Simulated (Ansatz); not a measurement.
# B₂H₂Cl₄: small, medium and large basis sets

An exercise on one series of results from a longer session: the logs are not shown, and one member is left open.

Computed with Ansatz 0.2.0, Gaussian basis. Level: one geometry, several basis sets.

The runs, in order: PBE0-D4/def2-SVP; ωB97M-V/def2-SVP; PBE0-D4/def2-QZVPP; ωB97M-V/def2-QZVPP; the functionals' def2-TZVPP values are taken from earlier runs.

**The geometry**

The geometry comes from an earlier relaxation with PBE0-D4 in a triple-zeta def2 set; it is a stationary point, not always the lowest conformer.

8 atoms, charge 0, spin multiplicity 1.

Atoms are counted from 1 here; the program's logs count them from 0.

Bond lengths: Cl1–B2 1.765 Å, B2–Cl3 1.962 Å, B2–Cl6 1.962 Å, B2–H7 1.185 Å, Cl3–B4 1.962 Å, B4–Cl5 1.765 Å, B4–Cl6 1.962 Å, B4–H8 1.185 Å. Angles: Cl1–B2–Cl3 112.2°, Cl1–B2–Cl6 112.2°, Cl1–B2–H7 118.8°, Cl3–B2–Cl6 93.9°, Cl3–B2–H7 108.4°, Cl6–B2–H7 108.4°, B2–Cl3–B4 86.1°, Cl3–B4–Cl5 112.2°, Cl3–B4–Cl6 93.9°, Cl3–B4–H8 108.4°, Cl5–B4–Cl6 112.2°, Cl5–B4–H8 118.8°, Cl6–B4–H8 108.4°, B2–Cl6–B4 86.1°.

Set-up of the first run:

File in.yaml:

```yaml
crystal:
  periodic: [false, false, false]
  atoms:
    - {symbol: Cl, position_ang: [0.859291, 0.372635, 2.575041]}
    - {symbol: B, position_ang: [1.005375, 0.342227, 0.816277]}
    - {symbol: Cl, position_ang: [-0.414519, 1.371738, -0.063797]}
    - {symbol: B, position_ang: [-1.004203, -0.341928, -0.816097]}
    - {symbol: Cl, position_ang: [-0.875739, -0.377621, -2.576020]}
    - {symbol: Cl, position_ang: [0.423776, -1.369406, 0.053101]}
    - {symbol: H, position_ang: [2.042322, 0.638425, 0.324427]}
    - {symbol: H, position_ang: [-2.036304, -0.636070, -0.312923]}
basis:
  gaussian: {orbitals: def2-SVP}
hamiltonian: {xc: pbe0, dispersion: d4}
output: {orbitals: {seedname: orbitals}}
```

Command:

```console
$ ansatz run in.yaml --threads 4 --pin off --events-out ev --progress --plain --max-ram 10444MiB
```

Steps of the session up to this table: PBE0-D4 in def2-SVP; ωB97M-V in def2-SVP; PBE0-D4 in def2-QZVPP; ωB97M-V in def2-QZVPP.

One of the session's tables, all rows but one given; the rest of the session is left out.

| functional | basis | HOMO (eV) |
| --- | --- | --- |
| PBE0-D4 | def2-SVP | -8.71 |
| PBE0-D4 | def2-TZVPP | -8.81 |
| PBE0-D4 | def2-QZVPP | -8.84 |
| ωB97M-V | def2-SVP | -10.89 |
| ωB97M-V | def2-TZVPP | -11.04 |
| ωB97M-V | def2-QZVPP | ? |

Estimate the missing values for ωB97M-V, def2-QZVPP.

As computed: HOMO (eV): -11.07. In the column «HOMO (eV)» it is the lowest.
